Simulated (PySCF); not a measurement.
# CaBr: from the state search to spectroscopic constants

The task here is to estimate one member of a computed series from the others.

Method: Ca def2-SVP, Br def2-SVP, no relativity; program: PySCF 2.14.0.

Set-up of the first run:

The job is set up so:

* atoms: Ca, Br
* charge: 0
* basis: Ca def2-SVP, Br def2-SVP
* Hamiltonian: no relativity
* basis functions: 56
* electrons treated: 55
* masses in u: 39.9626, 78.9183
* levels: PBE0, PBE, r²SCAN, M06, MN15, PW91, HSE06, HF, MP2, SCS-MP2, CCSD, CCSD(T)
* grid: 80 radial by 434 angular points
* occupations: held fixed by the projection of orbital angular momentum
* dissociation limit: Ca + Br, each in its ground configuration
* starting distance in angstrom: 2.705
* values of 2S to try: 1, 3

Started as:

```sh
$ OMP_NUM_THREADS=1 python dia.py task.json out
```

Among the steps run: The job; The PBE0 curve of the state that the search chose; Excited determinants; PBE (GGA); r²SCAN (meta-GGA); M06; MN15 (hybrid meta-GGA); PW91 (GGA); HSE06; UHF (mean field); MP2 and coupled cluster.

One table of the session follows, with a row left open; its other results are not shown here.

It belongs to the step «The curves together». Energy (eV) from each level's lowest point:

| R (Å) | UHF | UHF-MP2 | UHF-SCS-MP2 | UHF-CCSD | UHF-CCSD(T) |
| --- | --- | --- | --- | --- | --- |
| 2.229 | 1.303 | 1.117 | 1.156 | n/a | n/a |
| 2.333 | 0.665 | 0.541 | 0.567 | 0.565 | 0.558 |
| 2.437 | 0.281 | 0.206 | 0.223 | 0.221 | 0.217 |
| 2.514 | ? | ? | ? | ? | ? |
| 2.592 | 0.028 | 0.007 | 0.012 | 0.012 | 0.011 |
| 2.670 | 0.000 | 0.000 | 0.000 | 0.000 | 0.000 |
| 2.773 | 0.032 | 0.053 | 0.048 | 0.049 | 0.049 |
| 2.903 | 0.149 | 0.190 | 0.179 | 0.180 | 0.181 |
| 3.059 | 0.360 | 0.416 | 0.401 | 0.401 | 0.402 |

Estimate the missing values for R (Å) = 2.514.

Worked estimate for «UHF». A straight line through the neighbours (2.437, 0.281) and (2.592, 0.028) gives 0.281 + (0.028 − 0.281) × (2.514 − 2.437) / (2.592 − 2.437) = 0.155; a parabola fitted to 4 rows on both sides gives 0.113.

As computed: UHF: 0.116; UHF-MP2: 0.070; UHF-SCS-MP2: 0.080; UHF-CCSD: 0.079; UHF-CCSD(T): 0.077. In «UHF» the line misses by +0.039 and the parabola by -0.003.
